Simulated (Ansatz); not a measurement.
# La2Hf3O3: the cost of one run

Method: DFT PBE, scalar-relativistic, plane waves, PAW, in Ansatz 0.2.0.

## Step 1: The starting structure

The structure is tetragonal, space group I4/mmm (No. 139). The conventional cell has a = 5.614 Å, b = 5.614 Å, c = 10.342 Å, α = 90.00°, β = 90.00°, γ = 90.00°. La (site symmetry 4mm) is surrounded by 1 O at 2.14 Å. Around Hf (site symmetry -4m2) lie 2 O at 2.59 Å and 4 La at 2.84 Å. Hf (site symmetry 4/mmm) is surrounded by 4 O at 2.81 Å and 2 La at 3.03 Å. Around O (site symmetry mmm) lie 4 Hf at 2.59 to 2.81 Å. Around O (site symmetry 4/mmm) lie 2 La at 2.14 Å.

Coordinates:

```cif
data_structure
_symmetry_space_group_name_H-M 'P 1'
_symmetry_Int_Tables_number 1
_cell_length_a 6.5190
_cell_length_b 6.5190
_cell_length_c 6.5190
_cell_angle_alpha 128.987
_cell_angle_beta 128.987
_cell_angle_gamma 75.031
_cell_volume 162.99
loop_
_atom_site_label
_atom_site_type_symbol
_atom_site_fract_x
_atom_site_fract_y
_atom_site_fract_z
_atom_site_occupancy
La1 La 0.70718 0.70718 0.00000 1
La2 La 0.29282 0.29282 0.00000 1
Hf1 Hf 0.75000 0.25000 0.50000 1
Hf2 Hf 0.25000 0.75000 0.50000 1
Hf3 Hf 0.00000 0.00000 0.00000 1
O1 O 0.50000 0.00000 0.50000 1
O2 O 0.00000 0.50000 0.50000 1
O3 O 0.50000 0.50000 0.00000 1
```

The cell is invented: random cell by space group and Wyckoff sites (I4/mmm, No. 139). The dimensions are guesses.

## Step 2: The guess as it stands, on a coarse mesh

input.yaml

```yaml
crystal:
  lattice:
    - [-2.80716105, 2.80716105, 5.17082589]
    - [2.80716105, -2.80716105, 5.17082589]
    - [2.80716105, 2.80716105, -5.17082589]
  atoms:
    - { symbol: La, position: [0.70717907, 0.70717907, 0.0] }
    - { symbol: La, position: [0.29282093, 0.29282093, 0.0] }
    - { symbol: Hf, position: [0.75, 0.25, 0.5] }
    - { symbol: Hf, position: [0.25, 0.75, 0.5] }
    - { symbol: Hf, position: [0.0, 0.0, 0.0] }
    - { symbol: O, position: [0.5, 0.0, 0.5] }
    - { symbol: O, position: [0.0, 0.5, 0.5] }
    - { symbol: O, position: [0.5, 0.5, 0.0] }
basis:
  ecutwfc: 420
kpoints:
  mp_grid: { grid: [4, 4, 4] }
hamiltonian:
  xc: pbe
scf:
  occupations: { method: gaussian, width: 0.1 }
  lower_state_search: "off"
output:
  forces: true
  stress: true
  eigenvalues: true
```

Run with:

```console
ansatz run input.yaml --threads 1 --pin off --max-ram 2560MiB --backend cpu --events-out ev --progress --plain --runs-dir out
```

What time and memory should one allow on 1 thread of Arm Neoverse V2, shared host?

About 10 s, with a peak of 0.5 GiB.
